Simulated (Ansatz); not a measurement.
# Cl₂H₆OSi₂ (built from SMILES Cl[SiH2]Cl.O[SiH3]): a barrier at many levels of theory, part 2 of 2

Ansatz 0.2.0, Gaussian basis.

**5. Vibrations of the start structure**

The input, vib-r/in.yaml:

```yaml
crystal:
  periodic: [false, false, false]
  atoms:
    - {symbol: Si, position_ang: [-0.514414, -1.835113, -0.695935]}
    - {symbol: H, position_ang: [0.828543, -2.245540, -0.253410]}
    - {symbol: Cl, position_ang: [-0.347238, -0.460194, -2.204462]}
    - {symbol: Cl, position_ang: [-1.429446, -3.507164, -1.454363]}
    - {symbol: H, position_ang: [-1.387464, -1.300668, 0.360756]}
    - {symbol: H, position_ang: [1.767091, 0.237633, 0.922814]}
    - {symbol: O, position_ang: [0.815304, 0.331282, 0.861434]}
    - {symbol: Si, position_ang: [0.213231, 1.861451, 0.656696]}
    - {symbol: H, position_ang: [0.781889, 2.513818, -0.551233]}
    - {symbol: H, position_ang: [-1.250305, 1.695474, 0.518163]}
    - {symbol: H, position_ang: [0.522810, 2.709120, 1.839640]}
basis:
  gaussian: {orbitals: def2-TZVP}
hamiltonian: {xc: pbe0, dispersion: d4}
phonons: {temperatures: {t_min: 298.15, t_max: 900, t_step: 200}}
```

What it wrote, shortened:

```text
Functional definition: PBE0
  name "PBE0"
  cite "Adamo & Barone, J. Chem. Phys. 110, 6158 (1999) doi:10.1063/1.478522"
  cite "Perdew, Burke & Ernzerhof, Phys. Rev. Lett. 77, 3865 (1996) doi:10.1103/PhysRevLett.77.3865"
  parent pbe
[...]
1487 factors; their error is unknown
[...]
mean field -42933.97326106 eV, -1577.7944156518 hartree, gradient 3.2e-5 eV, S^2 0.000000; 0 other end points of the search recorded, 0 dependent functions left out
[...]
reference -42933.97329928 eV, -1577.7944170562 hartree; 38, 38 occupied and 177, 177 virtual orbitals, 1487 factors
[... from here to the last solve, the lines of the solves are left out (65 solves) ...]
1487 factors; their error is unknown
mean field -42933.97323239 eV, -1577.7944145981 hartree, gradient 1.7e-6 eV, S^2 0.000000; 0 other end points of the search recorded, 0 dependent functions left out
[...]
Atom 4 at    -1.387464    -1.300668     0.360756 Å, force    -0.000736     0.000657     0.001425 eV/Å
Atom 5 at     1.767091     0.237633     0.922814 Å, force    -0.001414    -0.001368     0.000435 eV/Å
Atom 6 at     0.815304     0.331282     0.861434 Å, force     0.002013     0.002516    -0.001237 eV/Å
Atom 7 at     0.213231     1.861451     0.656696 Å, force     0.001249     0.001253     0.002153 eV/Å
Atom 8 at     0.781889     2.513818    -0.551233 Å, force    -0.000351    -0.000931     0.000855 eV/Å
Atom 9 at    -1.250305     1.695474     0.518163 Å, force    -0.001039    -0.000115    -0.000012 eV/Å
Atom 10 at     0.522810     2.709120     1.839640 Å, force    -0.000550    -0.001515    -0.002446 eV/Å
Dipole moment:     0.389322     0.251800     0.319279 e Å
Vibrations: 27.72 53.00 74.75 87.99 102.58 126.79 186.90 229.03 519.72 575.62 603.00 683.65 715.80 740.56 848.86 868.09 910.39 931.69 943.66 967.10 986.16 2217.65 2228.54 2266.92 2285.74 2307.43 3919.18 cm⁻¹, zero-point energy 1.637119 eV
```

Wall time 3.1 min (8 threads, shared host); peak memory 0.72 GiB.

The modes, with what each moves most:

```csv
mode,wavenumber (cm⁻¹),character
1,28,"not assigned (largely outside the bonds, angles and torsions drawn)"
2,53,"not assigned (largely outside the bonds, angles and torsions drawn)"
3,75,"not assigned (largely outside the bonds, angles and torsions drawn)"
4,88,"not assigned (largely outside the bonds, angles and torsions drawn)"
5,103,"not assigned (largely outside the bonds, angles and torsions drawn)"
6,127,"not assigned (largely outside the bonds, angles and torsions drawn)"
7,187,bend
8,229,torsion
9,520,Si–Cl stretch
10,576,Si–Cl stretch
11,603,bend
12,684,bend
13,716,bend
14,741,bend
15,849,Si–O stretch
16,868,bend
17,910,bend
18,932,bend
19,944,bend
20,967,bend with torsion
21,986,bend
22,2218,Si–H stretch
23,2229,Si–H stretch
24,2267,Si–H stretch
25,2286,Si–H stretch
26,2307,Si–H stretch
27,3919,O–H stretch
```

Vibrational sums (real modes only):

```csv
T (K),entropy (J/mol/K),heat capacity (J/mol/K)
298,135.1,102.4
498,197.3,139.4
698,248.1,161.6
898,290.8,176.6
```

Modes under 50 cm⁻¹ weigh heavily in the entropy, and the harmonic picture is poor for them.

**6. Vibrations of the end structure**

The input, vib-p/in.yaml:

```yaml
crystal:
  periodic: [false, false, false]
  atoms:
    - {symbol: Si, position_ang: [-1.273668, -0.899944, -0.783508]}
    - {symbol: H, position_ang: [2.356119, -1.121172, -0.143454]}
    - {symbol: Cl, position_ang: [0.002940, -1.141184, -2.356858]}
    - {symbol: Cl, position_ang: [-0.970934, -2.425540, 0.533465]}
    - {symbol: H, position_ang: [-2.655516, -0.955202, -1.276384]}
    - {symbol: H, position_ang: [2.542864, -0.981878, 0.565870]}
    - {symbol: O, position_ang: [-1.005949, 0.512226, -0.067407]}
    - {symbol: Si, position_ang: [0.032406, 1.526986, 0.711996]}
    - {symbol: H, position_ang: [1.153502, 1.879376, -0.191734]}
    - {symbol: H, position_ang: [-0.734322, 2.741063, 1.075258]}
    - {symbol: H, position_ang: [0.552556, 0.865371, 1.932856]}
basis:
  gaussian: {orbitals: def2-TZVP}
hamiltonian: {xc: pbe0, dispersion: d4}
phonons: {temperatures: {t_min: 298.15, t_max: 900, t_step: 200}}
```

What it wrote, shortened:

```text
[... 5 set-up lines as earlier in the session ...]
[...]
1487 factors; their error is unknown
[...]
mean field -42934.92530865 eV, -1577.8294027552 hartree, gradient 6.2e-5 eV, S^2 0.000000; 0 other end points of the search recorded, 0 dependent functions left out
[...]
reference -42934.92534757 eV, -1577.8294041856 hartree; 38, 38 occupied and 177, 177 virtual orbitals, 1487 factors
[... from here to the last solve, the lines of the solves are left out (65 solves) ...]
1487 factors; their error is unknown
mean field -42934.92526023 eV, -1577.8294009759 hartree, gradient 2.3e-6 eV, S^2 0.000000; 0 other end points of the search recorded, 0 dependent functions left out
[...]
reference -42934.92529915 eV, -1577.8294024063 hartree; 38, 38 occupied and 177, 177 virtual orbitals, 1487 factors
[...]
WARN: phonons: 3 modes above zero are rigid motions of the cell's bodies and no vibrations: the zero-point energy, free energy, entropy and heat capacity leave them out. With what each would have added to F at 898 K, by the weight of its row in the mesh: 0.04 cm⁻¹ (-0.746 eV; rigid weight [...]
Atom 2 at     0.002940    -1.141184    -2.356858 Å, force     0.000057    -0.000265    -0.000165 eV/Å
Atom 3 at    -0.970934    -2.425540     0.533465 Å, force    -0.000058     0.000122     0.000181 eV/Å
Atom 4 at    -2.655516    -0.955202    -1.276384 Å, force     0.000007     0.000041    -0.000036 eV/Å
Atom 5 at     2.542864    -0.981878     0.565870 Å, force    -0.000023    -0.000056    -0.000074 eV/Å
Atom 6 at    -1.005949     0.512226    -0.067407 Å, force     0.000024     0.000111     0.000040 eV/Å
Atom 7 at     0.032406     1.526986     0.711996 Å, force     0.000021    -0.000265    -0.000130 eV/Å
Atom 8 at     1.153502     1.879376    -0.191734 Å, force    -0.000023     0.000059     0.000012 eV/Å
Atom 9 at    -0.734322     2.741063     1.075258 Å, force    -0.000058    -0.000038     0.000199 eV/Å
Atom 10 at     0.552556     0.865371     1.932856 Å, force    -0.000054     0.000019     0.000002 eV/Å
Dipole moment:    -0.048485     0.224042     0.083611 e Å
Vibrations: 26.23 55.89 59.26 78.58 99.00 100.05 124.54 179.63 209.21 251.12 317.47 499.24 589.95 630.44 724.95 729.91 811.13 838.02 953.63 955.66 973.65 1147.65 2244.33 2249.59 2255.54 2313.40 4405.54 cm⁻¹, zero-point energy 1.476873 eV
```

It took 3.4 min on 8 threads, shared host; peak memory 0.74 GiB.

Wavenumbers and character of the modes:

```csv
mode,wavenumber (cm⁻¹),character
1,26,torsion
2,56,"not assigned (largely outside the bonds, angles and torsions drawn)"
3,59,bend
4,79,"not assigned (largely outside the bonds, angles and torsions drawn)"
5,99,"not assigned (largely outside the bonds, angles and torsions drawn)"
6,100,"not assigned (largely outside the bonds, angles and torsions drawn)"
7,125,"not assigned (largely outside the bonds, angles and torsions drawn)"
8,180,bend
9,209,"not assigned (largely outside the bonds, angles and torsions drawn)"
10,251,bend
11,317,bend
12,499,Si–Cl stretch
13,590,Si–Cl stretch
14,630,Si–O stretch
15,725,bend
16,730,bend
17,811,bend with torsion
18,838,bend
19,954,bend
20,956,bend
21,974,bend
22,1148,Si–O stretch
23,2244,Si–H stretch
24,2250,Si–H stretch
25,2256,Si–H stretch
26,2313,Si–H stretch
27,4406,H–H stretch
```

Vibrational sums (real modes only):

```csv
T (K),entropy (J/mol/K),heat capacity (J/mol/K)
298,164.5,118.8
498,234.0,151.3
698,288.3,170.3
898,332.8,183.0
```

Modes under 50 cm⁻¹ weigh heavily in the entropy, and the harmonic picture is poor for them.

**7. All levels side by side**

Levels not printed above were run the same way.

The basis limit takes Hartree-Fock with exponent 7.88 and MP2 correlation with exponent 2.97 from the triple- and quadruple-zeta runs, and adds the coupled-cluster step over MP2 from triple zeta. Where a quadruple-zeta run was CCSD(T), only its Hartree-Fock and MP2 parts are used.

Rows are in def2-TZVPP; times add the 3 runs of a level on a shared host, so small differences are noise.

The saddle's own vibrations were run with its search: 1270i cm⁻¹, zero-point energy 1.557 eV.

The barrier:

Differences are taken before rounding.

```csv
method,rung,barrier (kcal/mol),from CCSD(T)/CBS (kcal/mol),time
SPW92,LDA,21.7,-14.9,6 s
PBE-D4,GGA,29.5,-7.1,8.3 s
BLYP-D4,GGA,33.6,-2.9,8.5 s
r2SCAN-D4,meta-GGA,31.8,-4.8,15 s
B97M-V,meta-GGA,35.1,-1.4,27 s
PBE0-D4,hybrid,32.8,-3.7,16 s
B3LYP-D4,hybrid,35.8,-0.7,13 s
r2SCAN0-D4,hybrid,34.1,-2.4,20 s
BHLYP-D4,hybrid,39.8,+3.3,14 s
CAM-B3LYP-D4,range-separated hybrid,36.1,-0.4,18 s
wB97X-V,range-separated hybrid,36.7,+0.1,29 s
wB97M-V,range-separated hybrid,35.7,-0.9,31 s
B2PLYP,double hybrid,36.5,0.0,24 s
PBE-QIDH,double hybrid,34.9,-1.6,27 s
RPA on PBE,RPA,37.8,+1.3,22 s
Hartree-Fock,wavefunction,51.3,+14.8,
MP2,wavefunction,35.1,-1.4,
CCSD,wavefunction,39.4,+2.8,
CCSD(T),wavefunction,37.0,+0.5,7.6 min
CCSD(T)/CBS,,36.5,0,8.9 min
```

Among the levels timed on like hardware and quicker than the yardstick, those that no quicker one beats, quickest first: SPW92 (6 s, -14.9 kcal/mol); PBE-D4 (8.3 s, -7.1 kcal/mol); BLYP-D4 (8.5 s, -2.9 kcal/mol); B3LYP-D4 (13 s, -0.7 kcal/mol); CAM-B3LYP-D4 (18 s, -0.4 kcal/mol); B2PLYP (24 s, 0.0 kcal/mol).

B2PLYP reaches 0.0 kcal/mol from the reference in 24 s, where CCSD(T)/CBS took 8.9 min; the quickest level in the cost chart, SPW92, takes 6 s and misses by 14.9 kcal/mol.

The step energy:

Differences are taken before rounding.

```csv
method,rung,step energy (kcal/mol),from CCSD(T)/CBS (kcal/mol)
SPW92,LDA,-20.2,+3.5
PBE-D4,GGA,-21.2,+2.6
BLYP-D4,GGA,-23.3,+0.4
r2SCAN-D4,meta-GGA,-23.8,0.0
B97M-V,meta-GGA,-23.5,+0.3
PBE0-D4,hybrid,-21.7,+2.1
B3LYP-D4,hybrid,-23.5,+0.3
r2SCAN0-D4,hybrid,-23.6,+0.2
BHLYP-D4,hybrid,-24.2,-0.4
CAM-B3LYP-D4,range-separated hybrid,-23.6,+0.2
wB97X-V,range-separated hybrid,-22.7,+1.1
wB97M-V,range-separated hybrid,-22.9,+0.9
B2PLYP,double hybrid,-23.4,+0.3
PBE-QIDH,double hybrid,-22.9,+0.9
RPA on PBE,RPA,-22.5,+1.3
Hartree-Fock,wavefunction,-24.0,-0.2
MP2,wavefunction,-24.6,-0.8
CCSD,wavefunction,-23.0,+0.8
CCSD(T),wavefunction,-23.2,+0.6
CCSD(T)/CBS,,-23.8,0
```

**8. What came out**

What follows sums up all 2 parts.

| quantity | value |
| --- | --- |
| barrier, CCSD(T)/CBS | 36.5 kcal/mol |
| reverse barrier, CCSD(T)/CBS | 60.3 kcal/mol |
| step energy, CCSD(T)/CBS | -23.8 kcal/mol |
| barrier with zero-point energy | 34.7 kcal/mol |
| step energy with zero-point energy | -27.5 kcal/mol |
| imaginary mode at the saddle | 1270i cm⁻¹ |
| largest T1 diagnostic | 0.011 |

In words: The functionals run from B2PLYP, off by 0.0 kcal/mol, to SPW92, off by -14.9 kcal/mol, against CCSD(T)/CBS. Mean unsigned error by rung: LDA 14.9, GGA 5.0, meta-GGA 3.1, hybrid 2.5, range-separated hybrid 0.5, double hybrid 0.8 kcal/mol. PBE-D4 gives a barrier 7.1 kcal/mol too low, outside chemical accuracy (1 kcal/mol). Every functional without exact exchange puts the barrier too low, the usual mark of self-interaction error, which favours the spread-out density of a saddle. The barrier rises with the share of exact exchange, from BLYP-D4 through B3LYP-D4 to BHLYP-D4 (-2.9, -0.7, +3.3 kcal/mol). Hartree-Fock, with no correlation, is off by +14.8 kcal/mol. Zero-point motion lowers the barrier by 1.9 kcal/mol.
